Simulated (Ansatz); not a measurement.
Runs of Ansatz 0.2.0 on BiTe. The structure is trigonal, space group R-3m (No. 166). The conventional cell has a = 4.845 Å, b = 4.845 Å, c = 9.952 Å, α = 90.00°, β = 90.00°, γ = 120.00°. Bi (site symmetry -3m) is surrounded by 6 Te at 3.25 Å. Te (site symmetry -3m) has 6 Bi at 3.25 Å as nearest neighbours. The cell comes from a database or a generator and needn't be the stable form of this composition.

| task | level | cell | k mesh | cutoff (eV) | smearing | atoms under strain | points for each segment of the path | gap on the mesh (eV) | pressure (GPa) | relaxed volume (Å³/atom) |
| --- | --- | --- | --- | --- | --- | --- | --- | --- | --- | --- |
| relaxation of cell and atoms | revPBE+D4 | relaxed | 7 × 7 × 7 | 420 | fermi-dirac 0.05 eV | - | - | none | 0.0 | (b) |
| single point | PBE | as given | 7 × 7 × 7 | 420 | gaussian 0.023 eV | - | - | none | 0.2 | - |
| elastic constants | LDA | as given | 5 × 5 × 5 | 420 | fermi-dirac 0.05 eV | relaxed | - | none | -3.6 | - |
| band structure | r2SCAN | as given | 7 × 7 × 7 | 500 | fermi-dirac 0.05 eV | - | 14 | none | -0.6 | - |
| single point | PBE | as given | 7 × 7 × 7 | 420 | gaussian 0.029 eV | - | - | none | 0.2 | - |
| single point | PBE | as given | 7 × 7 × 7 | 420 | gaussian 0.019 eV | - | - | none | 0.2 | - |
| relaxation of cell and atoms | BLYP | relaxed | 7 × 7 × 7 | 420 | fermi-dirac 0.05 eV | - | - | none | 0.0 | (a) |
| band structure | RPBE | as given | 7 × 7 × 7 | 420 | fermi-dirac 0.05 eV | - | 14 | none | 1.5 | - |

Alike in all rows: potentials or basis Ansatz PAW; no spin polarisation.

Task: Estimate the missing entries.

Result: (a) 37.22; (b) 31.59.

Caveats: spin-orbit coupling is left out, which moves the levels of the heavy elements; the PAW data sets come from PBE, with cores solved anew for the run's functional, which leaves a small shift of forces and pressure (some runs); the plane-wave basis is chosen anew once the cell has moved, so the energies of steps on either side of that aren't comparable (some runs); pairwise dispersion overbinds metals, which lowers pressure and volume (some runs); the cell is more than 3 GPa from zero pressure, which shifts response properties (some runs); elastic constants of metals need much finer meshes, so these are rough (some runs).

A k mesh can miss the band edges, and the runs leave out spin-orbit coupling on Bi, Te.

A gap of «none» marks a metal or a gap under the smearing width.
